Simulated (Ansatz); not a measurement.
# C3H6OSi: the cost of one run

All numbers below are computed with Ansatz 0.2.0 (UKS PBE-D4/6-31G*).

**1. The system as given**

Bond lengths: C1–O2 1.408 Å, O2–C3 1.351 Å, C3–C4 1.172 Å, C4–Si5 1.879 Å, C1–H6 1.139 Å, C1–H7 1.045 Å, C1–H8 1.099 Å, Si5–H9 1.515 Å, Si5–H10 1.494 Å, Si5–H11 1.448 Å. Angles (14 of 15 angles, heavy atoms first): C1–O2–C3 112.6°, O2–C3–C4 173.3°, C3–C4–Si5 173.1°, O2–C1–H6 109.3°, O2–C1–H7 111.6°, O2–C1–H8 107.9°, C4–Si5–H9 110.9°, C4–Si5–H10 107.8°, C4–Si5–H11 111.6°, H6–C1–H7 110.4°, H6–C1–H8 105.5°, H7–C1–H8 111.8°, H9–Si5–H10 106.1°, H9–Si5–H11 109.7°.

As a file:

```xyz
11

C     0.1938   -1.8949    1.6773
O     1.0465   -1.5211    0.6208
C     0.5807   -0.4588   -0.0715
C     0.3060    0.5033   -0.6825
Si   -0.3438    1.9627   -1.6708
H     0.0535   -1.0093    2.3797
H     0.5674   -2.7189    2.2003
H    -0.8004   -2.0953    1.2550
H    -1.6310    2.4903   -1.0715
H     0.6509    3.0718   -1.5566
H    -0.5584    1.6133   -3.0593
```

**2. End point A**

The input, input.yaml:

```yaml
crystal:
  periodic: [false, false, false]
  atoms:
    - { symbol: C, position_ang: [0.1938, -1.8949, 1.6773] }
    - { symbol: O, position_ang: [1.0465, -1.5211, 0.6208] }
    - { symbol: C, position_ang: [0.5807, -0.4588, -0.0715] }
    - { symbol: C, position_ang: [0.306, 0.5033, -0.6825] }
    - { symbol: Si, position_ang: [-0.3438, 1.9627, -1.6708] }
    - { symbol: H, position_ang: [0.0535, -1.0093, 2.3797] }
    - { symbol: H, position_ang: [0.5674, -2.7189, 2.2003] }
    - { symbol: H, position_ang: [-0.8004, -2.0953, 1.255] }
    - { symbol: H, position_ang: [-1.631, 2.4903, -1.0715] }
    - { symbol: H, position_ang: [0.6509, 3.0718, -1.5566] }
    - { symbol: H, position_ang: [-0.5584, 1.6133, -3.0593] }
magnetization:
  spin_polarized: true
basis:
  gaussian: { orbitals: "6-31G*" }
hamiltonian:
  xc: pbe
  dispersion: d4
relax:
  f_tol: 0.02
  max_steps: 50
```

Command:

```console
ansatz run input.yaml --threads 2 --pin off --max-ram 3072MiB --backend cpu --events-out ev --progress --plain --runs-dir out
```

Q: Estimate wall time and peak memory on 2 threads of Intel Xeon 6975P-C (Granite Rapids), shared host.

About 11 s, with a peak of 0.18 GiB.
